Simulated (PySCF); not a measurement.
# A diatomic session: ZnCd

What are the lowest state that PBE0 finds, the bond length, vibrational wavenumber and bond energy of ZnCd, and how much do these hang on the method?

Computed with PySCF 2.14.0. Level: Zn def2-SVP, Cd def2-SVP with ECP28, scalar-relativistic core potentials.

## 1. The job

Settings of the job:

- atoms: Zn, Cd
- charge: 0
- basis: Zn def2-SVP, Cd def2-SVP with ECP28
- Hamiltonian: scalar-relativistic core potentials
- basis functions: 62
- electrons treated: 50
- masses in u: 63.9291, 113.9034
- levels: PBE0, PBE, r²SCAN, r²SCANh, B97-3, TPSS, LC-ωPBE, HF, MP2, SCS-MP2, CCSD, CCSD(T)
- grid: 80 radial by 434 angular points
- occupations: held fixed by the projection of orbital angular momentum
- dissociation limit: Zn + Cd, each in its ground configuration
- starting distance in angstrom: 2.590
- values of 2S to try: 0, 2

The runs that follow: First curve: PBE0; Excited determinants; PBE (GGA); r²SCAN; r²SCANh (hybrid meta-GGA); B97-3 (global hybrid GGA); TPSS (meta-GGA); LC-ωPBE (range-separated hybrid); RHF (mean field); MP2 and coupled cluster.

Before running it: what results should come out? Wanted: for each run, Re; ωe; De; μ.

As calculated:

Lowest PBE0 solution found, without spin–orbit coupling: ¹Σ⁺ (singlet), closed shell. The other levels ran on it alone.

```
  level  Re (Å)  ωe (cm⁻¹)  De (eV)  μ (D)
    PBE   3.147       54.6    0.104  -0.23
   TPSS   3.083       60.0    0.099  -0.22
 r²SCAN   3.024       68.2    0.115  -0.22
r²SCANh   3.098       59.3    0.091  -0.20
   PBE0   3.317       41.4    0.068  -0.17
  B97-3   3.984       20.6    0.019  -0.12
LC-ωPBE   3.586       24.0    0.029  -0.11
```

De is counted to Zn + Cd in their ground configurations. A positive dipole means Zn(−)Cd(+). No constants: RHF (no minimum is bracketed among the points kept); RHF-MP2 (fits of two degrees disagree); RHF-SCS-MP2 (no minimum is bracketed among the points kept); RHF-CCSD (no minimum is bracketed among the points kept); RHF-CCSD(T) (no minimum is bracketed among the points kept).

In words: Bond lengths run from 3.024 Å (r²SCAN) to 3.984 Å (B97-3). Of the levels with a De here, B97-3 gives the least (0.019 eV) and r²SCAN the most (0.115 eV).

Correlated steps freeze 5 core orbitals. The bond is weak, and basis-set superposition, which was not computed, may be a sizeable part of it. Spin–orbit coupling is left out.
